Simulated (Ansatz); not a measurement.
# GeNH₃: one species, many methods

Aim: compute GeNH₃ with functionals from several rungs and with coupled cluster. The yardstick is the atomisation energy at the CCSD(T) limit.

Method: functionals in def2-TZVPP, the program's frozen cores in correlated methods; program: Ansatz 0.2.0, Gaussian basis.

Plan: LDA (SPW92), PBE-D4, revPBE-D4, BLYP-D4, r2SCAN-D4, B97M-V, PBE0-D4, B3LYP-D4, r2SCANh-D4, r2SCAN0-D4, HSE06-D4, BHLYP-D4, CAM-B3LYP-D4, LC-ωPBE, ωB97X-V, ωB97M-V, B2PLYP, PBE-QIDH; CCSD(T)/def2-SVP; CCSD(T)/def2-TZVPP; CCSD(T)/def2-QZVPP; extrapolation to the limit; RPA on PBE.

**1. The relaxed structure**

The geometry comes from an earlier relaxation with PBE0-D4 in a triple-zeta def2 set; it is a stationary point.

SMILES `[NH2][GeH]`, 5 atoms, charge 0, spin multiplicity 1.

Atoms are counted from 1 here; the program's logs count them from 0.

Bond lengths: N1–Ge2 1.816 Å, N1–H3 1.008 Å, N1–H4 1.007 Å, Ge2–H5 1.602 Å. Angles: Ge2–N1–H3 121.9°, Ge2–N1–H4 125.7°, H3–N1–H4 112.5°, N1–Ge2–H5 92.6°.

**2. LDA**

This LDA is Slater exchange with PW92 correlation.

in.yaml reads:

```yaml
crystal:
  periodic: [false, false, false]
  atoms:
    - {symbol: N, position_ang: [-0.084089, -0.602177, 0.097355]}
    - {symbol: Ge, position_ang: [0.988791, 0.853448, 0.259794]}
    - {symbol: H, position_ang: [0.180576, -1.502013, 0.465328]}
    - {symbol: H, position_ang: [-0.985014, -0.620128, -0.352479]}
    - {symbol: H, position_ang: [-0.050264, 1.797170, -0.511298]}
basis:
  gaussian: {orbitals: def2-TZVPP}
hamiltonian: {xc: lda}
output: {orbitals: {seedname: orbitals}}
```

After this run come: PBE-D4 (GGA); revPBE-D4 (GGA); BLYP-D4 (GGA); r2SCAN-D4 (meta-GGA); B97M-V (meta-GGA); PBE0-D4 (hybrid); B3LYP-D4 (hybrid); r2SCANh-D4 (hybrid); r2SCAN0-D4 (hybrid); HSE06-D4 (hybrid); BHLYP-D4 (hybrid); CAM-B3LYP-D4 (range-separated); LC-ωPBE-D4 (range-separated); ωB97X-V (range-separated); ωB97M-V (range-separated); B2PLYP (double hybrid); PBE-QIDH (double hybrid); CCSD(T) in def2-SVP; CCSD(T) in def2-TZVPP; CCSD(T) in def2-QZVPP; RPA on PBE orbitals.

**Question.** What will the summary of the whole plan be? Wanted: atomisation energy, CCSD(T)/CBS; farthest beyond LDA; mean size of error, GGA; mean size of error, meta-GGA; mean size of error, hybrid; mean size of error, range-separated; mean size of error, double hybrid; gap, smallest and largest; T1 diagnostic.

The runs gave:

| quantity | value |
| --- | --- |
| atomisation energy, CCSD(T)/CBS | 348.8 kcal/mol |
| functionals within 3.5 kcal/mol (1.0 %) | B97M-V, B3LYP-D4, CAM-B3LYP-D4, ωB97X-V, ωB97M-V |
| farthest beyond LDA | BHLYP-D4 (-13.3 kcal/mol) |
| mean size of error, GGA | 4.3 kcal/mol |
| mean size of error, meta-GGA | 2.4 kcal/mol |
| mean size of error, hybrid | 7.9 kcal/mol |
| mean size of error, range-separated | 2.9 kcal/mol |
| mean size of error, double hybrid | 7.9 kcal/mol |
| gap, smallest and largest | 2.92 eV (LDA (SPW92)), 9.69 eV (LC-ωPBE) |
| T1 diagnostic | 0.0149 |
| triples share of the correlation energy | 3.8 % |

LDA overbinds by 51.7 kcal/mol (15 %). PBE-D4 misses by +4.3 kcal/mol. Double hybrids carry the basis error of their MP2 part in triple zeta, and no dispersion term here, so their miss is partly the set-up's. The rungs meta-GGA, range-separated miss on average by less than the doubt on the reference (3.5 kcal/mol), so they tie. The reference freezes the cores and leaves out relativity and excitations past (T), and its outer-core shells are covered unevenly, so misses under about 3.5 kcal/mol can't be ranked. Hartree-Fock recovers 64 % of the binding; the rest is correlation. CCSD(T) in def2-SVP is off by -31.7 kcal/mol, which most functionals beat. The gap grows from 2.9 to 9.7 eV across the functionals, mostly with the share of exact exchange. Correlated methods include outer-core shells of Ge, which these sets cover unevenly.
